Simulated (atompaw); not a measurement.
# Ta: the cost of one run

Method: atompaw 4.2.0.5, PBEsol, scalar-relativistic.

### 1 Settings

The settings as typed:

* element: tantalum (Ta, Z = 73)
* type: PAW
* frozen core: [Kr] 4d10
* valence charge: 27
* reference configuration: 4f13 5s2 5p6 5d4 6s2 6p0
* partial waves: 5s (bound): rc 1.90 bohr; 6s (bound): rc 1.45 bohr; 5p (bound): rc 1.90 bohr; 6p (bound, empty): rc 1.75 bohr; 5d (bound): rc 2.90 bohr; 5d channel at 0.6 Ry: rc 2.90 bohr; 4f (bound): rc 0.75 bohr; 4f channel at -2.1 Ry: rc 0.75 bohr
* local potential: ultrasoft scheme with l = 4 at -0.5 Ry, radius 2.60 bohr
* core correction: smooth core density matched at 2.55 bohr
* augmentation charge: sinc compensation charge, radius 2.60 bohr; PAW radius 2.90 bohr; waves and projectors: custom rrkj gramschmidtortho

The outer shells as boxes (Hund's rule for the drawing; the calculation is spin-unpolarised):

```
[Kr] core
4d [↑↓][↑↓][↑↓][↑↓][↑↓]
4f [↑↓][↑↓][↑↓][↑↓][↑↓][↑↓][↑ ]
5s [↑↓]
5p [↑↓][↑↓][↑↓]
5d [↑ ][↑ ][↑ ][↑ ][  ]
6s [↑↓]
6p [  ][  ][  ]
```

The nodes and maxima of the atom's own shells, from an earlier all-electron run, set the scale for the radii.

All-electron outer shells of the reference configuration (PBEsol, scalar-relativistic, ld1.x):

```json
{"shell": "4p", "level (eV)": "-410.26", "outermost node (bohr)": "0.24", "outermost maximum (bohr)": "0.45"}
{"shell": "4d", "level (eV)": "-231.36", "outermost node (bohr)": "0.22", "outermost maximum (bohr)": "0.46"}
{"shell": "5s", "level (eV)": "-77.03", "outermost node (bohr)": "0.54", "outermost maximum (bohr)": "0.98"}
{"shell": "5p", "level (eV)": "-42.40", "outermost node (bohr)": "0.58", "outermost maximum (bohr)": "1.10"}
{"shell": "4f", "level (eV)": "-33.13", "outermost node (bohr)": "–", "outermost maximum (bohr)": "0.44"}
{"shell": "6s", "level (eV)": "-5.63", "outermost node (bohr)": "1.30", "outermost maximum (bohr)": "2.68"}
{"shell": "5d", "level (eV)": "-4.63", "outermost node (bohr)": "0.64", "outermost maximum (bohr)": "1.51"}
{"shell": "6p", "level (eV)": "-1.33", "outermost node (bohr)": "1.56", "outermost maximum (bohr)": "3.75"}
```

### 2 Generation

Input file Ta.input:

```
Ta 73
GGA-PBESOL scalarrelativistic loggrid 2001 logderivrange -8 5 326
6 6 5 4 0 0
6 1 0
5 2 4
4 3 13
0 0 0
c
c
c
c
v
v
c
c
c
v
v
c
c
v
v
3
2.90 2.60 2.60 2.55
n
n
y
0.6
n
y
-2.1
n
custom rrkj gramschmidtortho sinc
4 -0.5 ultrasoft
1.90
1.45
1.90
1.75
2.90
2.90
0.75
0.75
PWSCFOUT
UPFDX 0.0125d0 UPFXMIN -7.d0 UPFZMESH 73.d0
END
```

Run with:

```sh
$ atompaw < Ta.input > Ta.log
```

**Question.** How long does this run take on 1 thread of AMD EPYC 7R43, shared host?

About 16 s.
